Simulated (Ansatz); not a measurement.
**C₂H₅BFN: up Jacob's ladder to CCSD(T)**

The task here is to estimate one member of a computed series from the others.

The runs use Ansatz 0.2.0, Gaussian basis; functionals in def2-TZVPP, the program's frozen cores in correlated methods.

The runs, in order: LDA (SPW92), PBE-D4, revPBE-D4, BLYP-D4, r2SCAN-D4, B97M-V, PBE0-D4, B3LYP-D4, r2SCANh-D4, r2SCAN0-D4, HSE06-D4, BHLYP-D4, CAM-B3LYP-D4, LC-ωPBE, ωB97X-V, ωB97M-V, B2PLYP, PBE-QIDH; CCSD(T)/def2-SVP; CCSD(T)/def2-TZVPP; MP2/def2-QZVPP; extrapolation to the limit; RPA on PBE.

**The relaxed structure**

An earlier PBE0-D4 in a triple-zeta def2 set relaxation fixed the geometry.

SMILES `BC(=N)CF`, 10 atoms, charge 0, spin multiplicity 1.

Atoms are counted from 1 here; the program's logs count them from 0.

Bond lengths: B1–C2 1.565 Å, B1–H6 1.195 Å, B1–H7 1.191 Å, C2–N3 1.273 Å, C2–C4 1.501 Å, N3–H8 1.025 Å, C4–F5 1.383 Å, C4–H9 1.096 Å, C4–H10 1.094 Å. Angles: C2–B1–H6 119.0°, C2–B1–H7 120.3°, H6–B1–H7 120.7°, B1–C2–N3 115.1°, B1–C2–C4 120.1°, N3–C2–C4 124.4°, C2–N3–H8 112.2°, C2–C4–F5 109.7°, C2–C4–H9 110.1°, C2–C4–H10 111.3°, F5–C4–H9 107.8°, F5–C4–H10 108.5°, H9–C4–H10 109.3°.

The first run:

in.yaml

```yaml
crystal:
  periodic: [false, false, false]
  atoms:
    - {symbol: B, position_ang: [-0.368681, 0.183117, 1.525960]}
    - {symbol: C, position_ang: [0.386362, -0.046084, 0.173932]}
    - {symbol: N, position_ang: [1.586161, -0.456551, 0.287914]}
    - {symbol: C, position_ang: [-0.353736, 0.058912, -1.128001]}
    - {symbol: F, position_ang: [-1.387774, 0.969121, -1.004588]}
    - {symbol: H, position_ang: [-1.371425, -0.431478, 1.740313]}
    - {symbol: H, position_ang: [0.084239, 0.913770, 2.350037]}
    - {symbol: H, position_ang: [1.992280, -0.722818, -0.614919]}
    - {symbol: H, position_ang: [-0.790369, -0.910839, -1.392423]}
    - {symbol: H, position_ang: [0.306044, 0.391550, -1.935324]}
basis:
  gaussian: {orbitals: def2-TZVPP}
hamiltonian: {xc: lda}
output: {orbitals: {seedname: orbitals}}
```

The run is started by

```console
ansatz run in.yaml --threads 2 --pin off --events-out ev --progress --plain --max-ram 4352MiB
```

Among the steps run: LDA; PBE-D4 (GGA); revPBE-D4 (GGA); BLYP-D4 (GGA); r2SCAN-D4 (meta-GGA); B97M-V (meta-GGA); B3LYP-D4 (hybrid); r2SCANh-D4 (hybrid); r2SCAN0-D4 (hybrid); HSE06-D4 (hybrid); BHLYP-D4 (hybrid); CAM-B3LYP-D4 (range-separated); LC-ωPBE (range-separated); ωB97X-V (range-separated); ωB97M-V (range-separated); B2PLYP (double hybrid); PBE-QIDH (double hybrid).

One table of the session follows, with a row left open; its other results are not shown here.

It belongs to the step «Orbital energies across the functionals». 

```
  functional  HOMO (eV)  LUMO (eV)  gap (eV)
 LDA (SPW92)      -6.38      -3.52      2.86
      PBE-D4      -6.27      -3.20      3.07
   revPBE-D4      -6.21      -3.06      3.15
     BLYP-D4      -6.19      -3.04      3.15
   r2SCAN-D4      -6.56      -2.88      3.68
      B97M-V          ?          ?         ?
     PBE0-D4      -7.75      -2.13      5.63
    B3LYP-D4      -7.54      -2.37      5.18
  r2SCANh-D4      -7.11      -2.50      4.61
  r2SCAN0-D4      -7.95      -1.95      6.00
    HSE06-D4      -7.35      -2.51      4.83
    BHLYP-D4      -9.21      -1.00      8.21
CAM-B3LYP-D4      -9.22      -0.99      8.23
     LC-ωPBE     -10.54       0.28     10.81
     ωB97X-V     -10.22       0.16     10.38
     ωB97M-V     -10.13      -0.06     10.07
```

**Question.** Estimate the row for B97M-V.

As computed: HOMO (eV): -6.78; LUMO (eV): -2.94; gap (eV): 3.84. In the column «HOMO (eV)» it lies between r2SCANh-D4 (-7.11) and r2SCAN-D4 (-6.56).
